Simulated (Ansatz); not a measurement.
Crystal: HfIn4SiO6.

```
Hf In Si O
1.0
     3.23023   -5.57768   -0.02470
     3.23023    5.57768   -0.02470
    -1.49068    0.00000    6.32030
Hf In Si O
1 4 1 6
Direct
  0.10178 0.10178 0.00912
  0.79222 0.48204 0.00818
  0.48204 0.79222 0.00818
  0.54472 0.21983 0.48398
  0.21983 0.54472 0.48398
  0.85433 0.85433 0.44523
  0.83500 0.58822 0.38104
  0.58822 0.83500 0.38104
  0.02899 0.02899 0.29500
  0.97920 0.97920 0.69555
  0.42852 0.14514 0.07435
  0.14514 0.42852 0.07435
```

The cell was built by a generator and needn't be a form met in nature.

```yaml
Program: Ansatz 0.2.0
Task: single point
Functional: PBE
Potentials_or_basis: Ansatz PAW
Cutoff: "420 eV (not typed: the program's choice for these potentials)"
k_mesh: 5 × 5 × 4
Occupations: fermi-dirac, width 0.05 eV
Spin: no spin polarisation
```

On this cell: pressure 0.0 GPa; largest force 0.007 eV/Å; band gap on the k mesh 0.64 eV, indirect (least direct gap 0.90 eV).

The same run follows on a disturbed copy (atoms moved at random, drawn with an rms of 0.05 Å):

```
Hf In Si O
1.0
     3.23023   -5.57768   -0.02470
     3.23023    5.57768   -0.02470
    -1.49068    0.00000    6.32030
Hf In Si O
1 4 1 6
Direct
  0.10987 0.10064 0.01837
  0.78076 0.48675 0.00728
  0.47820 0.78947 0.00336
  0.54449 0.22101 0.48676
  0.21463 0.54155 0.48116
  0.84778 0.84877 0.44769
  0.82922 0.58469 0.37181
  0.58130 0.83688 0.38171
  0.03014 0.03360 0.28735
  0.98414 0.97690 0.69159
  0.42240 0.14295 0.08171
  0.14318 0.42885 0.07573
```

**Question.** What does the disturbed cell give?

**Answer.** The energy moves by +26.4 meV/atom; pressure 0.4 GPa; largest force 3.157 eV/Å; band gap on the k mesh 0.58 eV, indirect (least direct gap 0.83 eV).

Forces on the atoms (eV/Å):
```
Hf  -0.206  2.054 -2.389
In   0.066 -0.380 -0.069
In  -0.178 -0.027  0.062
In  -0.079 -0.094  0.049
In  -0.030  0.003 -0.124
Si   0.977  0.538 -1.037
O    0.069  0.292  0.193
O    0.450 -0.748  0.182
O   -2.156 -0.014  2.196
O   -0.035 -0.033  0.690
O    1.149 -1.392  0.260
O   -0.028 -0.199 -0.012
```

Stress tensor (GPa, compression positive):
```
 0.12 -0.99  0.10
-0.99  0.36 -0.16
 0.10 -0.16  0.86
```

Caveats: odd divisions of the mesh miss points on the zone boundary, where band edges often lie, so the gap on the mesh can be too wide; spin-orbit coupling is left out, which moves the levels of the heavy elements.

A k mesh can miss the band edges.
